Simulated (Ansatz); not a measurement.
# Cl2GaH5Si: the cost of one run

All numbers below are computed with Ansatz 0.2.0 (RKS PBE0/def2-SVP).

## 1. The starting structure

Bond lengths: Ga1–Cl3 2.240 Å, Ga1–Cl4 2.240 Å, Ga1–Si5 2.630 Å, Si5–H6 1.460 Å, Si5–H7 1.460 Å, Si5–H8 1.460 Å. Angles: Cl3–Ga1–Cl4 120.0°, Cl3–Ga1–Si5 97.0°, Cl4–Ga1–Si5 101.2°, Ga1–Si5–H6 109.5°, Ga1–Si5–H7 109.5°, Ga1–Si5–H8 109.5°, H6–Si5–H7 109.4°, H6–Si5–H8 109.4°, H7–Si5–H8 109.4°.

Coordinates:

```xyz
9

Ga    0.0000    0.0000    0.0000
H     0.0000    0.0000    1.9200
Cl    1.9398    0.0000   -1.1200
Cl   -1.9398    0.0000   -1.1200
Si    0.1099   -2.4934    0.8293
H    -0.6800   -3.3385   -0.0614
H     1.4976   -2.9474    0.8260
H    -0.4266   -2.5804    2.1843
H     0.0430   -0.9746    1.9843
```

## 2. A restrained relaxation towards end A

Springs on the bonds that form and break draw the guess towards this end; the thresholds are loose.

Input file input.yaml:

```yaml
crystal:
  periodic: [false, false, false]
  atoms:
    - { symbol: Ga, position_ang: [0.0, 0.0, 0.0] }
    - { symbol: H, position_ang: [0.0, 0.0, 1.92] }
    - { symbol: Cl, position_ang: [1.9398, 0.0, -1.12] }
    - { symbol: Cl, position_ang: [-1.9398, 0.0, -1.12] }
    - { symbol: Si, position_ang: [0.1099, -2.4934, 0.8293] }
    - { symbol: H, position_ang: [-0.68, -3.3385, -0.0614] }
    - { symbol: H, position_ang: [1.4976, -2.9474, 0.826] }
    - { symbol: H, position_ang: [-0.4266, -2.5804, 2.1843] }
    - { symbol: H, position_ang: [0.043, -0.9746, 1.9843] }
basis:
  gaussian: { orbitals: def2-SVP }
hamiltonian:
  xc: pbe0
relax:
  f_tol: 0.15
  max_steps: 25
  restrain:
    - { distance: [0, 4], at: 3.53, k: 30.0 }
    - { distance: [8, 1], at: 1.86, k: 30.0 }
    - { distance: [0, 1], at: 1.57, k: 30.0 }
    - { distance: [8, 4], at: 1.46, k: 30.0 }
```

On the command line:

```
> ansatz run input.yaml --threads 4 --pin off --max-ram 5120MiB --backend cpu --events-out ev --progress --plain --runs-dir out
```

What time and memory should one allow on 4 threads of Arm Neoverse V2, shared host?

About 18 s, with a peak of 0.29 GiB.
